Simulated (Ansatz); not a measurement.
# Al2H6SSi: the cost of one run

All numbers below are computed with Ansatz 0.2.0 (RKS PBE0-D4/def2-SVP).

1 further run of the same task is left out (it didn't finish).

## (1) The starting structure

Bond lengths: Al1–S2 2.222 Å, S2–Al3 2.257 Å, Al3–Si4 2.310 Å, Al1–H5 1.619 Å, Al1–H6 1.632 Å, Al3–H7 1.620 Å, Si4–H8 1.457 Å, Si4–H9 1.536 Å, Si4–H10 1.474 Å. Angles: Al1–S2–Al3 89.2°, S2–Al1–H5 122.1°, S2–Al1–H6 120.2°, H5–Al1–H6 117.7°, S2–Al3–Si4 120.7°, S2–Al3–H7 119.7°, Si4–Al3–H7 119.6°, Al3–Si4–H8 110.9°, Al3–Si4–H9 108.5°, Al3–Si4–H10 113.3°, H8–Si4–H9 108.4°, H8–Si4–H10 110.5°, H9–Si4–H10 105.0°.

As a file:

```xyz
10

Al   -0.8068    1.7604   -1.6044
S     0.9541    2.0653   -0.2839
Al    1.1825   -0.1739   -0.1219
Si    0.1184   -1.3481    1.5592
H    -0.6701    1.6885   -3.2162
H    -2.3073    1.6835   -0.9674
H     2.1656   -0.9567   -1.1445
H     0.3877   -2.7760    1.4469
H    -1.3954   -1.1287    1.4246
H     0.4545   -0.8654    2.9105
```

## (2) End point A

Input file input.yaml:

```yaml
crystal:
  periodic: [false, false, false]
  atoms:
    - { symbol: Al, position_ang: [-0.8068, 1.7604, -1.6044] }
    - { symbol: S, position_ang: [0.9541, 2.0653, -0.2839] }
    - { symbol: Al, position_ang: [1.1825, -0.1739, -0.1219] }
    - { symbol: Si, position_ang: [0.1184, -1.3481, 1.5592] }
    - { symbol: H, position_ang: [-0.6701, 1.6885, -3.2162] }
    - { symbol: H, position_ang: [-2.3073, 1.6835, -0.9674] }
    - { symbol: H, position_ang: [2.1656, -0.9567, -1.1445] }
    - { symbol: H, position_ang: [0.3877, -2.776, 1.4469] }
    - { symbol: H, position_ang: [-1.3954, -1.1287, 1.4246] }
    - { symbol: H, position_ang: [0.4545, -0.8654, 2.9105] }
basis:
  gaussian: { orbitals: def2-SVP }
hamiltonian:
  xc: pbe0
  dispersion: d4
relax:
  f_tol: 0.015
  max_steps: 40
```

The run is started by

```console
$ ansatz run input.yaml --threads 2 --pin off --max-ram 3072MiB --backend cpu --events-out ev --progress --plain --runs-dir out
```

**Question.** How long does this run take on 2 threads of Intel Xeon Platinum 8488C (Sapphire Rapids), shared host, and how much memory does it need?

About 56 s, with a peak of 0.24 GiB.
